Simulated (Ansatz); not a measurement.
# LiRh (P-6m2): single point

Wanted for LiRh (P-6m2): a single point.

All numbers are computed with Ansatz 0.2.0, driven from Python. Level of theory: DFT PBEsol, plane waves, PAW.

### Step 1. Starting point

It takes space group P-6m2 (No. 187, hexagonal). The conventional cell has a = 2.652 Å, b = 2.652 Å, c = 4.327 Å, α = 90.00°, β = 90.00°, γ = 120.00°. Li (site symmetry -6m2) is surrounded by 6 Rh at 2.65 Å and 6 Li at 2.65 Å. Rh (site symmetry -6m2) has 6 Li at 2.65 Å and 6 Rh at 2.65 Å as nearest neighbours.

The script holds or builds the structure itself.

### Step 2. The code

Contents of lirh_scf.py:

```python
'''Ground state of LiRh at the given structure.'''

from collections import Counter
import warnings

import ansatz as az
import numpy as np


def main() -> None:
    warnings.simplefilter('ignore', az.DeckWarning)

    structure = (
        az.Lattice.from_parameters(2.6523, 2.6523, 4.326604, alpha=90, beta=90, gamma=120)
        .space_group(187)
        .atom('Li', [0.0, 0.0, 0.5])
        .atom('Rh', [2 / 3, 1 / 3, 0.0])
    )

    # settings of the run
    calc = (
        structure.calculation()
        .occupations('Fermi-Dirac', width=0.05)
        .kpoints(11, 11, 6)
        .functional('PBEsol')
        .basis(31 * az.Ry)
        .stress()
        .xc_energy_on_converged_density(['revpbe', 'rpbe', 'blyp'])
        .forces()
        .potential()
    )
    result = calc.run(threads=1, pin='off')
    summary = result.report

    print('%-22s %14.5f eV' % ('F = E - TS', summary['free_energy_ev']))
    print('%-22s %14.5f eV' % ('E', summary['internal_energy_ev']))
    print('%-22s %14.5f eV' % ('Harris-Foulkes', summary['harris_foulkes_ev']))
    print('%-22s %14.5f eV' % ('Fermi level', summary['fermi_energy_ev']))

    # pressure is a third of the trace
    print('pressure by term (GPa)')
    for term, tensor in summary['stress_terms_gpa'].items():
        print(f'  {term:28s} {np.trace(np.array(tensor)) / 3:12.3f}')
    print(f'  {"total":28s} {np.trace(np.array(summary["stress_gpa"])) / 3:12.3f}')

    for entry in summary.get('xc_energy_on_converged_density', []):
        print(entry['functional'], {k: round(v, 3) for k, v in entry.items() if isinstance(v, float)})

    told = Counter((n['data']['severity'], n['data']['kind']) for n in result.notices if n['event'] == 'notice')
    for (severity, kind), count in sorted(told.items()):
        print(f'{severity:8s} {kind} x{count}')

    # forces in eV per angstrom
    forces = np.array(summary['forces_ev_ang'])
    norms = np.linalg.norm(forces, axis=1)
    print('largest force {:.4f} eV/A on atom {}'.format(norms.max(), norms.argmax()))
    print(np.array2string(forces, precision=4, suppress_small=True))

    v = result.potential()
    line = v.v_es_ev.mean(axis=(0, 1))
    print('planar mean of the electrostatic potential along the third grid axis (eV):')
    print(np.round(line[:: max(len(line) // 12, 1)], 3))


if __name__ == '__main__':
    main()
```

### Step 3. The run

On the command line:

```
> python lirh_scf.py
```

Standard output:

```text
F = E - TS                -6541.99958 eV
E                         -6541.98518 eV
Harris-Foulkes            -6541.99958 eV
Fermi level                  12.17174 eV
pressure by term (GPa)
  kinetic                          2414.418
  hartree                          1936.405
  ewald                           -4234.942
  local_pseudopotential             110.321
  nonlocal_pseudopotential         -253.130
  augmentation                      457.537
  nlcc                              -62.641
  hubbard                             0.000
  exx                                 0.000
  electric_field                      0.000
  mag_constraint                      0.000
  xc                               -370.792
  dispersion                          0.000
  external_charges                    0.000
  augmentation_tail                  -0.003
  scf_correction                     -0.004
  pulay_correction                    0.044
  total                              -2.787
revpbe {'e_xc_with_core_ev': -3837.355}
rpbe {'e_xc_with_core_ev': -3839.695}
blyp {'e_xc_with_core_ev': -3846.237}
audit    band_cg_iterations x1
audit    preconditioner_resolved x1
largest force 0.0000 eV/A on atom 1
[[-0. -0. -0.]
 [-0.  0. -0.]]
planar mean of the electrostatic potential along the third grid axis (eV):
[-14.302  -9.867   0.836  10.402  13.439  13.005   9.877   6.842   6.842
   9.877  13.005  13.439  10.402   0.836  -9.867]
```

Run time: 3.8 s. Hardware: 1 thread, shared host.

Lines on the test bed's own set-up are left out of the output.

### Step 4. The run's own record

The report of the run holds:

| item | value |
| --- | --- |
| SCF cycles in all | 6 |
| k-points solved | 64 |
| plane waves | 537 |
| bands | 14 |
| valence electrons | 20 |
| free energy (eV) | -6541.99958 |
| Fermi level (eV) | 12.172 |
| lowest empty less highest filled level on the mesh, by band count (eV) | -1.728 |
| pressure (GPa; positive when compressed) | -2.79 |

### Step 5. Again, from the shell

Run from a file, the same calculation prints its log.

Contents of input.yaml:

```yaml
crystal:
  lattice: { a: 2.6523, b: 2.6523, c: 4.326604, alpha: 90.0, beta: 90.0, gamma: 120.0 }
  space_group: 187
  atoms:
    - { symbol: Li, position: [0.0, 0.0, 0.5] }
    - { symbol: Rh, position: [0.6666666666667, 0.3333333333333, 0.0] }
basis:
  ecutwfc: 421.7764868128
kpoints:
  mp_grid: { grid: [11, 11, 6] }
hamiltonian:
  xc: pbesol
scf:
  occupations: { method: fermi_dirac, width: 0.05 }
output:
  write_potential: true
  xc_energy_on_converged_density: [revpbe, rpbe, blyp]
  forces: true
  stress: true
```

On the command line:

```
> ansatz run input.yaml --threads 1 --pin off --max-ram 3072MiB --backend cpu --events-out ev --progress --plain --runs-dir out
```

Standard output, cut to the lines that bear on the results:

```text
Warning: RAYON_NUM_THREADS=1 ignored (pool sized by the plan → 1); use --threads N
crystal.space_group: 187 is read as P-6m2: the typed cell holds Li1Rh1 (Li 1b, Rh 1e). Least distances (Å): Li–Li 2.652, Li–Rh 2.650, Rh–Rh 2.652
[...]
Pseudopotentials: kind: paw
Pseudopotential: Li, paw, valence charge 3, recommended cutoff 420 eV (normal), Li.paw.azcp
Pseudopotential: Rh, paw, valence charge 17, recommended cutoff 420 eV (normal), Rh.paw.azcp
Functional definition: PBEsol
[...]
Crystal: 2 atoms, lattice volume = 26.359 Å³
Basis set: ecut = 421.7764868128 eV, 537 PW (Γ), exchange–correlation on 36×36×60 points (8 copies of the dense FFT grid, shifted against one another)
Bands: 14, of which v1, the nominal top of the filled ones, is band 10 counted from 1 (9 counted from 0)
Symmetry: 12 space group operations
Space group: P-6m2 (ITA 187), of the structure as read, at distance tolerance 3.0e-5 Å
[...]
Entropy (-TS):   -0.014399 eV (-7.200 meV/atom)
Fermi energy:    12.171743 eV
[...]
--- Forces (eV/Å), atoms counted from 1 ---
  atom   1  Li    -0.00000000     0.00000000    -0.00000000
  atom   2  Rh    -0.00000000    -0.00000000    -0.00000000
[...]
--- Stress (GPa, compression-positive) ---
       -3.852117      -0.000000      -0.000000
       -0.000000      -3.852117       0.000000
       -0.000000       0.000000      -0.656775
  P = ⅓ Tr σ = -2.7870 GPa (-27.870 kbar)
--- E_xc of listed functionals on the converged density (eV per cell; not total energies) ---
  on the closing iteration's output density plus the core of the run's pseudopotentials (for a meta-GGA, its output tau too, plus the cores' where a run under it adds that), as the run's own E_xc is; on PAW an entry holds the one-centre parts besides; self-consistent for pbesol alone
[...]
--- Band table (eV; the first three rows and the last of 64) ---
  k-point 0: bands = ["-65.6775", "-33.4072", "-33.3266", "-33.3266", "-32.2539", "6.3253", "8.6636", "10.2171", "10.2171", "12.5291", "12.5291", "13.0401", "19.9144", "29.6952"]
[...]
```

Wall time 3.2 s (1 thread of an x86-64 CPU, shared host); peak memory 0.44 GiB.

Script and command line differ by 0.000 meV in the energy.

### Step 6. What came out

```
       quantity                               value
    free energy  -6541.9996 eV (-3270.9998 eV/atom)
gap on the mesh                                none
       pressure                           -2.79 GPa
  largest force                          0.000 eV/Å
```

In words: The mesh shows no gap. The pressure of -2.8 GPa means that the cell would shrink if relaxed at this level. All forces vanish by symmetry. What to keep in mind:
- The run is spin-unpolarised.
- For a metal this k-point mesh is coarse: on a finer one energies can move by several to tens of meV an atom and pressures by half a GPa or more, differences at one mesh by less.
- An absolute Fermi energy rests on an arbitrary zero of the periodic potential and has no direct meaning.
- Pressure is positive in compression.
- The structure comes from a database of computed cells and needn't be a stable or known phase.
